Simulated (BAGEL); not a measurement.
# BH2Cl (SMILES BCl) at HF/6-31G(d) (density fitting with qzvpp-jkfit, spherical functions)

Aim: the electronic atomisation energy of BH2Cl at HF/6-31G* (density fitting with qzvpp-jkfit, spherical functions), from 4 runs. 

The calculation is run with BAGEL 1.2.2.

13 further runs of the same task are left out: 13 set aside as unsound or not needed.

### 1 The structure to begin with

BH2Cl: 4 atoms, total charge 0, spin state singlet. SMILES: `BCl`. The shape is that of a PBE0-D4/def2-TZVP optimisation.

Bond lengths: B1–Cl2 1.733 Å, B1–H3 1.190 Å, B1–H4 1.190 Å. Angles: Cl2–B1–H3 118.1°, Cl2–B1–H4 118.1°, H3–B1–H4 123.7°.

### 2 A single-point energy at HF/6-31G(d) (density fitting with qzvpp-jkfit, spherical functions)

hf.json reads:

```json
{ "bagel": [

{
  "title": "molecule",
  "basis": "6-31gs.json",
  "df_basis": "qzvpp-jkfit",
  "angstrom": "true",
  "geometry": [
    { "atom": "B", "xyz": [   -0.116700,    0.021700,   -0.075300 ] },
    { "atom": "Cl", "xyz": [    1.365000,   -0.395300,    0.721200 ] },
    { "atom": "H", "xyz": [   -1.106200,   -0.559500,    0.240400 ] },
    { "atom": "H", "xyz": [   -0.086600,    0.872800,   -0.906600 ] }
  ]
},
{ "title": "hf" },
{ "title": "print", "file": "orbitals.molden", "orbitals": "true" }

]}
```

The basis set 6-31G* is read from a file made from the Basis Set Exchange's data (not shown).

The run is started by

```bash
$ BAGEL_NUM_THREADS=1 BAGEL hf.json > hf.out
```

The log of the run:

```text
* using 1 threads per process

  ===============================================================
  ===============================================================

  *** Geometry ***

  { "atom" : "B", "xyz" : [     -0.220531,      0.041007,     -0.142296 ] },
  { "atom" : "Cl", "xyz" : [      2.579476,     -0.747009,      1.362870 ] },
  { "atom" : "H", "xyz" : [     -2.090415,     -1.057302,      0.454290 ] },
  { "atom" : "H", "xyz" : [     -0.163650,      1.649353,     -1.713226 ] },

  Number of auxiliary basis functions:      239

  Since a DF basis is specified, we compute 2- and 3-index integrals:
    o Being stored without compression. Storage requirement is 0.002 GB

  Number of basis functions:       36
  Number of electrons      :       24

    * METHOD: MOLECULE                             0.07

  *** RHF ***

  === Nuclear Repulsion ===
    37.7830159821

      * DIIS with orbital gradients will be used.

  === RHF iteration (6-31gs.json) ===
      0       -485.32167029          0.01222697           0.01
      1       -485.34602158          0.00386739           0.01
      2       -485.34845209          0.00134817           0.01
      3       -485.34880839          0.00018254           0.01
      4       -485.34881762          0.00006656           0.01
      5       -485.34881906          0.00001694           0.01
      6       -485.34881916          0.00000434           0.01
      7       -485.34881917          0.00000070           0.01
      8       -485.34881917          0.00000022           0.01
      9       -485.34881917          0.00000007           0.01
     10       -485.34881917          0.00000001           0.01
     11       -485.34881917          0.00000000           0.01
    * SCF iteration converged.

    * Permanent dipole moment:
           (    0.369960,    -0.104165,     0.198928) a.u.

    * METHOD: HF                                   0.17

    * METHOD: PRINT                                0.00

  ===============================================================
```

Wall time 0.54 s (1 thread of Intel Xeon Platinum 8488C (Sapphire Rapids), shared host).

### 3 The B atom at the same level

hf.json reads:

```json
{ "bagel": [

{
  "title": "molecule",
  "basis": "6-31gs.json",
  "df_basis": "qzvpp-jkfit",
  "angstrom": true,
  "geometry": [
    { "atom": "B", "xyz": [    0.000000,    0.000000,    0.000000 ] }
  ]
},
{
  "title": "uhf",
  "nopen": 1
},
{
  "title": "print",
  "file": "orbitals.molden",
  "orbitals": true
}

]}
```

The basis set 6-31G* is read from a file made from the Basis Set Exchange's data (not shown).

Run the same way, it converges to -24.52197 Eh (log not shown).

### 4 The Cl atom at the same level

input.json reads:

```json
{ "bagel" : [

{
  "title" : "molecule",
  "basis" : "6-31gs.json",
  "df_basis" : "qzvpp-jkfit",
  "angstrom" : true,
  "geometry" : [
    { "atom" : "Cl", "xyz" : [    0.000000,    0.000000,    0.000000 ] }
  ]
},
{
  "title" : "uhf",
  "nopen" : 1
},
{
  "title" : "print",
  "file" : "orbitals.molden",
  "orbitals" : true
}

]}
```

The basis set 6-31G* is read from a file made from the Basis Set Exchange's data (not shown).

Run the same way, it converges to -459.44651 Eh (log not shown).

### 5 The H atom at the same level

hf.json reads:

```json
{ "bagel": [

{
  "title": "molecule",
  "basis": "6-31gs.json",
  "df_basis": "qzvpp-jkfit",
  "angstrom": true,
  "geometry": [
    { "atom": "H", "xyz": [    0.000000,    0.000000,    0.000000 ] }
  ]
},
{ "title": "uhf", "nopen": 1 },
{ "title": "print", "file": "orbitals.molden", "orbitals": true }

]}
```

The basis set 6-31G* is read from a file made from the Basis Set Exchange's data (not shown).

Run the same way, it converges to -0.49823 Eh (log not shown).

### 6 Summary of results

At HF/6-31G* (density fitting with qzvpp-jkfit, spherical functions):

```
                     quantity          value
       molecule: total energy  -485.34882 Eh
      molecule: dipole moment         1.10 D
        molecule: HOMO energy      -11.94 eV
        molecule: LUMO energy        2.28 eV
      molecule: HOMO–LUMO gap       14.22 eV
         B atom: total energy   -24.52197 Eh
        B atom: dipole moment         0.00 D
                 B atom: ⟨S²⟩          0.754
        Cl atom: total energy  -459.44651 Eh
       Cl atom: dipole moment         0.00 D
                Cl atom: ⟨S²⟩          0.755
         H atom: total energy    -0.49823 Eh
        H atom: dipole moment         0.00 D
                 H atom: ⟨S²⟩          0.750
electronic atomisation energy      10.446 eV
```

What this shows: Taking the molecule apart into free atoms costs 10.45 eV (1008 kJ/mol), before zero-point energy and without spin-orbit coupling. Hartree–Fock lacks the correlation of the bonding pairs, which as a rule makes this value much too low; in minimal bases other errors can mask that.
